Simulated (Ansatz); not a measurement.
Below is the output of a Python script on Ansatz 0.2.0, Python API that makes a band structure of Te2Mo, space group P-6m2. Write a script that gives it. Level of theory: r2SCAN, PAW, cutoff 571 eV, Gaussian smearing of 0.1 eV.

Contents of `POSCAR`:
```text
Te2Mo
1.0
   3.56023281    0.00000000    0.00000000
  -1.78011641    3.08325206    0.00000000
   0.00000000    0.00000000   17.52405782
Te Mo
2 1
Direct
   0.33333333    0.66666667    0.89785545
   0.33333333    0.66666667    0.10214455
   0.00000000    0.00000000    0.00000000
```

```console
$ python bands_te2mo.py
F = -18958.0929 eV for 3 atoms
E(sigma -> 0) = -18958.0929 eV, TS = 0.0 eV
closed by deck_thresholds after 8 iterations
channel 0: g(E_F) = 0.000 states/eV, highest peak within 8 eV 4.98 at 1.27 eV
zero of the bands: 2.250 eV, the Fermi level found on the SCF mesh
channel 0 - computed levels within 8 eV of the Fermi level
  G    -5.755  -2.399  -2.399  -2.340  -1.585  -1.585  -0.990   2.584   2.584   2.895   2.895   4.123   4.664   5.357   6.254
  M    -6.190  -5.271  -4.092  -3.056  -2.295  -1.336  -1.043   0.885   1.266   2.974   3.269   3.729   5.870   6.596   6.688
  K    -5.261  -5.138  -4.510  -3.708  -3.642  -2.418  -0.577   0.548   1.502   2.071   3.700   4.793   5.029   7.349
  G    -5.755  -2.399  -2.399  -2.340  -1.585  -1.585  -0.990   2.584   2.584   2.895   2.895   4.123   4.664   5.357   6.254
  A    -5.755  -2.399  -2.399  -2.340  -1.585  -1.585  -0.990   2.584   2.584   2.895   2.895   4.312   4.320   5.819   6.059
  L    -6.190  -5.271  -4.092  -3.056  -2.295  -1.336  -1.043   0.885   1.266   2.974   3.269   3.729   5.870   6.600   6.682
  H    -5.261  -5.138  -4.510  -3.708  -3.642  -2.418  -0.577   0.548   1.502   2.071   3.700   4.793   5.029   7.347
```

The script that was run (others could print the same):

The script, `bands_te2mo.py`:
```python
"""Bands of Te2Mo along a path through the zone."""

import ansatz as az
from ase.io import read
import numpy as np

config = {
    "k_spacing": 0.32,
    "extra_bands": 8,
}

atoms = read("POSCAR", format="vasp")
structure = az.Crystal.from_ase(atoms)

# vertices of the path, as fractions of the reciprocal vectors
path = [
    ("G", (0.0, 0.0, 0.0)),
    ("M", (0.5, 0.0, 0.0)),
    ("K", (0.33333, 0.33333, 0.0)),
    ("G", (0.0, 0.0, 0.0)),
    ("A", (0.0, 0.0, 0.5)),
    ("L", (0.5, 0.0, 0.5)),
    ("H", (0.33333, 0.33333, 0.5)),
]
base = (
    structure.calculation()
    .functional(az.Functional.R2SCAN)
    .basis(21 * az.Ha)
    .kpoints(spacing=config["k_spacing"])
    .occupations(az.OccupationsMethod.GAUSSIAN, width=100 * az.meV)
    .band_structure([point for _, point in path], intervals=6)
    .scf(extra_bands=config["extra_bands"])
    .density_of_states(energy_step=0.2, nscf_kmesh_spacing=0.2)
    .band_table()
)
res = base.run(threads=1)
report = res.report

n_atoms = len(report["lattice"]["sites"])
print("F =", round(report["free_energy_ev"], 4), "eV for", n_atoms, "atoms")
print("E(sigma -> 0) =", round(report["energy_sigma0_ev"], 4), "eV, TS =", round(report["entropy_ts_ev"], 5), "eV")
print("closed by", report["closed_by"], "after", report["n_iterations"], "iterations")

dos = res.density_of_states()
energy = np.asarray(dos.energies_ev) - dos.fermi_ev
top = min(levels[-1] for levels in report["eigenvalues_ev"]) - dos.fermi_ev  # the computed bands end here
for spin, channel in enumerate(dos.channels):
    g = np.asarray(channel.g_bin_mean_per_ev)
    peak = np.where(np.abs(energy) < 8, g, 0).argmax()
    print(f"channel {spin}: g(E_F) = {np.interp(0.0, energy, g):.3f} states/eV, highest peak within 8 eV {g[peak]:.2f} at {energy[peak]:.2f} eV")
grid = np.arange(-8, min(6, top), 0.25)
columns = [grid] + [np.interp(grid, energy, ch.g_bin_mean_per_ev) for ch in dos.channels]
np.savetxt("dos_te2mo.dat", np.column_stack(columns), fmt="%.3f", header="E-EF (eV), states/eV by channel")

bands = res.band_structure()
fermi = bands.fermi_energy_ev
print(f"zero of the bands: {fermi:.3f} eV, the Fermi level found on the SCF mesh")
for spin, channel in enumerate(bands.channels):
    print("channel", spin, "- computed levels within 8 eV of the Fermi level")
    for i, (label, _) in enumerate(path):
        levels = channel.eigenvalues_ev[i * 6] - fermi
        print(f"  {label:3s}", " ".join(f"{e:7.3f}" for e in levels if abs(e) < 8))
```

Reading the output:
- Absolute energies stand on the zero of these potentials, so only differences at equal settings mean something. A total without «per atom» is that of the cell as typed.
- Semilocal gaps usually lie well under measured ones.
- The cell holds layers, chains or clusters in vacuum, no bulk phase.
- An opening on this mesh may only mean that it misses a point where bands touch.
- Legs of the path along the vacuum direction only repeat the in-plane bands.
- The crystal has a gap of about 1.47 eV on the mesh; bins of finite width blur the band edges.
- The structure comes from a database of computed cells and needn't be a stable or known phase.
- Gaps and levels are Kohn-Sham values on a finite set of k-points, without spin-orbit coupling.
- The computed bands are complete only to about 6.1 eV above the Fermi level; beyond that the density of states is undercounted.
- Wall time of the script: 43 s on 1 thread of Intel(R) Xeon(R) Platinum 8488C (Sapphire Rapids), on a shared host, peak memory 0.95 GiB.
